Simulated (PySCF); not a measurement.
# C2H6F3GeO3 radical, an adsorbate on a surface model (Ge site with back bonds C, O, O): interaction energy

Wanted: the interaction energy for `[CH3][Ge]([OH])([OH])[OH]` with `F[C](F)F`.

Computed with PySCF 2.14.0; each step states its level. No surroundings beyond the atoms listed, unless a continuum is named. Atoms count from 0, parts from 1.

## 1. Starting point

15 atoms, charge 0, multiplicity 2; geometry: GFN1-xTB, rigid scan. Parts: 1 = atoms 0–10, `[CH3][Ge]([OH])([OH])[OH]`, charge 0; 2 = atoms 11–14, `F[C](F)F`, charge 0.

## 2. Counterpoise and decomposition: 2.31 Å

What the job is given:

```
{"job": {"kind": "inter", "xc": "revPBE", "basis": "def2-SVP", "disp": "d3bj"}, "charge": 0, "multiplicity": 2, "parts": [{"atoms": "0-10", "charge": 0, "multiplicity": 1}, {"atoms": "11-14", "charge": 0, "multiplicity": 2}]}
Ge    -0.411845     0.046112     0.217794
C      1.486625    -0.208590     0.422114
O     -0.783890     1.136746    -1.126729
O     -1.313673    -1.438563    -0.116015
O     -1.176334     0.822484     1.631298
H      1.831740    -1.029342    -0.208387
H      2.020100     0.694773     0.122786
H      1.758099    -0.437974     1.452288
H     -1.393471     0.726275    -1.740352
H     -2.005380    -1.610279     0.523577
H     -1.700327     1.568915     1.337022
F      0.069305    -1.785276     2.996101
C     -1.083273    -1.177628     3.225330
F     -1.213376    -0.926929     4.513023
F     -2.080941    -1.941873     2.807805
```

With the program's defaults for keys left out, this is: revPBE-D3(BJ)/def2-SVP interaction energy, counterpoise and uncorrected, gas phase.

Command:

```console
OMP_NUM_THREADS=1 python cluster_run.py task.json out
```

One launch serves the whole session: the jobs run in the order shown.

The log of the run:

```text
part 1, own basis, geometry of the cluster
coarse grid: 42968 points
cycle   1  E = -2343.3671882996  dE =  4.626e-02  |g| = 1.474e+00  |ddm| = 3.480e+00
cycle   2  E = -2342.2122629244  dE =  1.155e+00  |g| = 2.823e+00  |ddm| = 4.006e+00
cycle   3  E = -2343.7419639397  dE = -1.530e+00  |g| = 2.384e-01  |ddm| = 3.101e+00
cycle   4  E = -2343.7526930737  dE = -1.073e-02  |g| = 1.380e-01  |ddm| = 3.737e-01
cycle   5  E = -2343.7575362483  dE = -4.843e-03  |g| = 1.930e-02  |ddm| = 1.326e-01
cycle   6  E = -2343.7576186694  dE = -8.242e-05  |g| = 7.873e-03  |ddm| = 2.900e-02
cycle   7  E = -2343.7576292126  dE = -1.054e-05  |g| = 2.820e-03  |ddm| = 8.157e-03
cycle   8  E = -2343.7576307493  dE = -1.537e-06  |g| = 9.827e-04  |ddm| = 3.411e-03
final grid: 90104 points
cycle   9  E = -2343.7576420844  dE =  3.129e-07  |g| = 1.731e-03  |ddm| = 2.736e-03
cycle  10  E = -2343.7576401657  dE =  1.919e-06  |g| = 3.617e-03  |ddm| = 4.327e-03
cycle  11  E = -2343.7576425800  dE = -2.414e-06  |g| = 4.124e-04  |ddm| = 3.066e-03
cycle  12  E = -2343.7576426058  dE = -2.584e-08  |g| = 1.435e-05  |ddm| = 3.310e-04
cycle  13  E = -2343.7576426059  dE = -5.866e-11  |g| = 6.384e-06  |ddm| = 2.000e-05
converged SCF energy = -2343.7576426059

part 2, own basis, geometry of the cluster
coarse grid: 4344 points
cycle   1  E = -337.0201054218  dE =  6.151e-01  |g| = 5.789e-01  |ddm| = 1.640e+00
cycle   2  E = -336.6840351966  dE =  3.361e-01  |g| = 1.161e+00  |ddm| = 1.044e+00
cycle   3  E = -337.1325491540  dE = -4.485e-01  |g| = 3.197e-02  |ddm| = 7.168e-01
cycle   4  E = -337.1329564827  dE = -4.073e-04  |g| = 1.021e-02  |ddm| = 4.366e-02
cycle   5  E = -337.1329725140  dE = -1.603e-05  |g| = 9.011e-03  |ddm| = 1.214e-02
cycle   6  E = -337.1329990547  dE = -2.654e-05  |g| = 1.045e-03  |ddm| = 6.021e-03
cycle   7  E = -337.1329994663  dE = -4.116e-07  |g| = 2.829e-04  |ddm| = 1.106e-03
final grid: 46024 points
cycle   8  E = -337.1970326932  dE = -2.943e-05  |g| = 2.298e-03  |ddm| = 7.412e-03
cycle   9  E = -337.1970287243  dE =  3.969e-06  |g| = 4.114e-03  |ddm| = 4.421e-03
cycle  10  E = -337.1970347412  dE = -6.017e-06  |g| = 2.915e-04  |ddm| = 2.671e-03
cycle  11  E = -337.1970347694  dE = -2.822e-08  |g| = 7.528e-05  |ddm| = 3.033e-04
cycle  12  E = -337.1970347707  dE = -1.268e-09  |g| = 4.995e-05  |ddm| = 7.907e-05
cycle  13  E = -337.1970347715  dE = -8.060e-10  |g| = 1.036e-05  |ddm| = 3.639e-05
converged SCF energy = -337.1970347715

part 1, own basis, relaxed alone
coarse grid: 42968 points
cycle   1  E = -2343.3678970668  dE =  4.903e-02  |g| = 1.473e+00  |ddm| = 3.482e+00
cycle   2  E = -2342.2243043897  dE =  1.144e+00  |g| = 2.814e+00  |ddm| = 3.975e+00
cycle   3  E = -2343.7431884522  dE = -1.519e+00  |g| = 2.326e-01  |ddm| = 3.066e+00
cycle   4  E = -2343.7532315362  dE = -1.004e-02  |g| = 1.363e-01  |ddm| = 3.656e-01
cycle   5  E = -2343.7579876217  dE = -4.756e-03  |g| = 1.772e-02  |ddm| = 1.310e-01
cycle   6  E = -2343.7580654477  dE = -7.783e-05  |g| = 4.531e-03  |ddm| = 2.714e-02
cycle   7  E = -2343.7580693593  dE = -3.912e-06  |g| = 1.372e-03  |ddm| = 5.618e-03
final grid: 90104 points
cycle   8  E = -2343.7579896070  dE =  2.764e-07  |g| = 1.886e-03  |ddm| = 2.363e-03
cycle   9  E = -2343.7579885222  dE =  1.085e-06  |g| = 2.993e-03  |ddm| = 3.725e-03
cycle  10  E = -2343.7579901154  dE = -1.593e-06  |g| = 5.548e-04  |ddm| = 2.640e-03
cycle  11  E = -2343.7579901703  dE = -5.487e-08  |g| = 5.710e-05  |ddm| = 4.481e-04
cycle  12  E = -2343.7579901710  dE = -7.362e-10  |g| = 1.254e-05  |ddm| = 5.710e-05
converged SCF energy = -2343.7579901710

part 2, own basis, relaxed alone
coarse grid: 4344 points
cycle   1  E = -337.0238802551  dE =  6.150e-01  |g| = 5.758e-01  |ddm| = 1.647e+00
cycle   2  E = -336.6974917130  dE =  3.264e-01  |g| = 1.147e+00  |ddm| = 1.034e+00
cycle   3  E = -337.1349572226  dE = -4.375e-01  |g| = 3.117e-02  |ddm| = 7.082e-01
cycle   4  E = -337.1353598035  dE = -4.026e-04  |g| = 7.192e-03  |ddm| = 4.224e-02
cycle   5  E = -337.1353836804  dE = -2.388e-05  |g| = 1.959e-03  |ddm| = 7.703e-03
cycle   6  E = -337.1353846477  dE = -9.674e-07  |g| = 1.214e-03  |ddm| = 2.204e-03
final grid: 46024 points
cycle   7  E = -337.1975679174  dE = -2.500e-05  |g| = 2.435e-03  |ddm| = 6.951e-03
cycle   8  E = -337.1975634637  dE =  4.454e-06  |g| = 4.391e-03  |ddm| = 4.797e-03
cycle   9  E = -337.1975701218  dE = -6.658e-06  |g| = 4.352e-04  |ddm| = 2.939e-03
cycle  10  E = -337.1975701848  dE = -6.298e-08  |g| = 1.120e-04  |ddm| = 4.174e-04
cycle  11  E = -337.1975701882  dE = -3.431e-09  |g| = 6.051e-05  |ddm| = 1.076e-04
cycle  12  E = -337.1975701894  dE = -1.198e-09  |g| = 8.871e-06  |ddm| = 3.838e-05
cycle  13  E = -337.1975701895  dE = -3.826e-11  |g| = 1.395e-06  |ddm| = 9.386e-06
converged SCF energy = -337.1975701895

cluster
final grid: 136128 points
cycle   1  E = -2680.9518091510  dE = -1.256e-02  |g| = 3.933e-02  |ddm| = 4.447e-01
cycle   2  E = -2680.9497552171  dE =  2.054e-03  |g| = 8.352e-02  |ddm| = 1.042e-01
cycle   3  E = -2680.9524414828  dE = -2.686e-03  |g| = 6.974e-03  |ddm| = 6.849e-02
cycle   4  E = -2680.9524569250  dE = -1.544e-05  |g| = 3.486e-03  |ddm| = 8.038e-03
cycle   5  E = -2680.9524612666  dE = -4.342e-06  |g| = 9.498e-04  |ddm| = 3.420e-03
cycle   6  E = -2680.9524615845  dE = -3.179e-07  |g| = 3.332e-04  |ddm| = 1.006e-03
cycle   7  E = -2680.9524616267  dE = -4.224e-08  |g| = 1.401e-04  |ddm| = 3.794e-04
cycle   8  E = -2680.9524616345  dE = -7.797e-09  |g| = 4.122e-05  |ddm| = 1.283e-04
cycle   9  E = -2680.9524616350  dE = -4.520e-10  |g| = 1.981e-05  |ddm| = 4.422e-05
converged SCF energy = -2680.9524616350

part 1 in the basis of the cluster
final grid: 136128 points
cycle   1  E = -2343.7604944179  dE = -2.847e-03  |g| = 1.041e-02  |ddm| = 2.758e-01
cycle   2  E = -2343.7604406125  dE =  5.381e-05  |g| = 2.005e-02  |ddm| = 2.747e-02
cycle   3  E = -2343.7605169473  dE = -7.633e-05  |g| = 2.281e-03  |ddm| = 1.731e-02
cycle   4  E = -2343.7605178780  dE = -9.307e-07  |g| = 9.899e-04  |ddm| = 2.798e-03
cycle   5  E = -2343.7605180360  dE = -1.580e-07  |g| = 3.618e-04  |ddm| = 1.006e-03
cycle   6  E = -2343.7605180600  dE = -2.401e-08  |g| = 9.699e-05  |ddm| = 3.694e-04
cycle   7  E = -2343.7605180615  dE = -1.522e-09  |g| = 1.616e-05  |ddm| = 8.216e-05
cycle   8  E = -2343.7605180616  dE = -5.411e-11  |g| = 8.653e-06  |ddm| = 2.241e-05
converged SCF energy = -2343.7605180616

part 2 in the basis of the cluster
final grid: 136128 points
cycle   1  E = -337.2012327844  dE = -4.196e-03  |g| = 1.037e-02  |ddm| = 2.311e-01
cycle   2  E = -337.2012033607  dE =  2.942e-05  |g| = 1.477e-02  |ddm| = 1.751e-02
cycle   3  E = -337.2012675178  dE = -6.416e-05  |g| = 2.989e-03  |ddm| = 9.902e-03
cycle   4  E = -337.2012708760  dE = -3.358e-06  |g| = 4.240e-04  |ddm| = 2.501e-03
cycle   5  E = -337.2012708971  dE = -2.111e-08  |g| = 3.219e-04  |ddm| = 3.891e-04
cycle   6  E = -337.2012709331  dE = -3.602e-08  |g| = 2.925e-05  |ddm| = 2.289e-04
cycle   7  E = -337.2012709335  dE = -3.577e-10  |g| = 4.276e-06  |ddm| = 2.698e-05
converged SCF energy = -337.2012709335

Interaction energy (kcal/mol)
  counterpoise        1.665
  uncorrected        -2.794
  dispersion part    -4.188
  deformation         0.573
  binding             2.238

Decomposition of the uncorrected value (kcal/mol)
  electrostatic      -5.338
  Pauli              15.022
  orbital            -8.289
  dispersion         -4.188

Charge of each part in the cluster: 0.029 -0.029
```

It took 98 s on 1 thread of Arm Neoverse N1, shared host; peak memory 0.57 GiB.

Contacts at this geometry (a selection, picked against the atoms' radii; other short pairs can be missing):

```csv
atoms,distance (Å),kind (by distance and angle),angle (°)
H9···F14,2.31,hydrogen bond,135
```

The decomposition goes in steps from the parts' own densities: electrostatics between them unchanged, then the rise on making their orbitals orthogonal (called Pauli here; it holds the exchange-correlation between the parts too, so it can be small or negative at long range), then orbital relaxation, then the dispersion term. Charges of the parts share the cluster's density out in proportion to the parts' own densities.

The SCF energies in the log hold no dispersion term; the tabulated energies do.

The parts:

```csv
part,SMILES,deformation (kcal/mol),HOMO alone (eV),charge in the cluster (e)
1,[CH3][Ge]([OH])([OH])[OH],0.24,-6.55,0.029
2,F[C](F)F,0.33,-5.77,-0.029
```

## 3. Interaction energy: 2.42 Å

Settings changed since step 2:

```diff
@@ -12,5 +12,5 @@
 H     -1.700327     1.568915     1.337022
-F      0.069305    -1.785276     2.996101
-C     -1.083273    -1.177628     3.225330
-F     -1.213376    -0.926929     4.513023
-F     -2.080941    -1.941873     2.807805
+F      0.065527    -1.801856     3.110312
+C     -1.087051    -1.194207     3.339542
+F     -1.217154    -0.943509     4.627234
+F     -2.084719    -1.958452     2.922016
```

With the program's defaults for keys left out, this is: revPBE-D3(BJ)/def2-SVP interaction energy, counterpoise and uncorrected, gas phase.

The log of the run:

```text
part 1, own basis, geometry of the cluster: E = -2343.7576426059 (as before)

part 2, own basis, geometry of the cluster: E = -337.1970347715 (as before)

part 1, own basis, relaxed alone: E = -2343.7579901710 (as before)

part 2, own basis, relaxed alone: E = -337.1975701895 (as before)

cluster
final grid: 136128 points
cycle   1  E = -2680.9540190655  dE = -1.060e-02  |g| = 3.248e-02  |ddm| = 4.169e-01
cycle   2  E = -2680.9526558150  dE =  1.363e-03  |g| = 6.844e-02  |ddm| = 8.521e-02
cycle   3  E = -2680.9544505122  dE = -1.795e-03  |g| = 5.887e-03  |ddm| = 5.575e-02
cycle   4  E = -2680.9544614751  dE = -1.096e-05  |g| = 2.972e-03  |ddm| = 6.775e-03
cycle   5  E = -2680.9544646372  dE = -3.162e-06  |g| = 7.839e-04  |ddm| = 2.869e-03
cycle   6  E = -2680.9544648533  dE = -2.161e-07  |g| = 2.912e-04  |ddm| = 8.490e-04
cycle   7  E = -2680.9544648845  dE = -3.125e-08  |g| = 1.230e-04  |ddm| = 3.227e-04
cycle   8  E = -2680.9544648903  dE = -5.788e-09  |g| = 3.544e-05  |ddm| = 1.091e-04
cycle   9  E = -2680.9544648907  dE = -3.538e-10  |g| = 1.584e-05  |ddm| = 3.742e-05
converged SCF energy = -2680.9544648907

part 1 in the basis of the cluster
final grid: 136128 points
cycle   1  E = -2343.7602328621  dE = -2.586e-03  |g| = 9.860e-03  |ddm| = 2.592e-01
cycle   2  E = -2343.7601826724  dE =  5.019e-05  |g| = 1.923e-02  |ddm| = 2.626e-02
cycle   3  E = -2343.7602532053  dE = -7.053e-05  |g| = 2.142e-03  |ddm| = 1.657e-02
cycle   4  E = -2343.7602540139  dE = -8.086e-07  |g| = 9.374e-04  |ddm| = 2.613e-03
cycle   5  E = -2343.7602541557  dE = -1.418e-07  |g| = 3.397e-04  |ddm| = 9.527e-04
cycle   6  E = -2343.7602541770  dE = -2.131e-08  |g| = 9.025e-05  |ddm| = 3.478e-04
cycle   7  E = -2343.7602541783  dE = -1.297e-09  |g| = 1.462e-05  |ddm| = 7.629e-05
cycle   8  E = -2343.7602541783  dE = -3.820e-11  |g| = 7.893e-06  |ddm| = 2.039e-05
converged SCF energy = -2343.7602541783

part 2 in the basis of the cluster
final grid: 136128 points
cycle   1  E = -337.2008205036  dE = -3.785e-03  |g| = 9.361e-03  |ddm| = 2.292e-01
cycle   2  E = -337.2007984324  dE =  2.207e-05  |g| = 1.315e-02  |ddm| = 1.586e-02
cycle   3  E = -337.2008490898  dE = -5.066e-05  |g| = 2.762e-03  |ddm| = 8.914e-03
cycle   4  E = -337.2008519422  dE = -2.852e-06  |g| = 3.818e-04  |ddm| = 2.295e-03
cycle   5  E = -337.2008519591  dE = -1.695e-08  |g| = 2.901e-04  |ddm| = 3.488e-04
cycle   6  E = -337.2008519884  dE = -2.927e-08  |g| = 2.622e-05  |ddm| = 2.056e-04
cycle   7  E = -337.2008519887  dE = -2.848e-10  |g| = 3.793e-06  |ddm| = 2.398e-05
converged SCF energy = -337.2008519887

Interaction energy (kcal/mol)
  counterpoise        0.361
  uncorrected        -3.670
  dispersion part    -3.806
  deformation         0.573
  binding             0.934

Decomposition of the uncorrected value (kcal/mol)
  electrostatic      -3.848
  Pauli              10.914
  orbital            -6.929
  dispersion         -3.806

Charge of each part in the cluster: 0.025 -0.025
```

It took 64 s on 1 thread of Arm Neoverse N1, shared host; peak memory 0.57 GiB.

In short: 0.36 kcal/mol with counterpoise, basis-set superposition error 4.03.

(Part 1 of 3 ends here.)
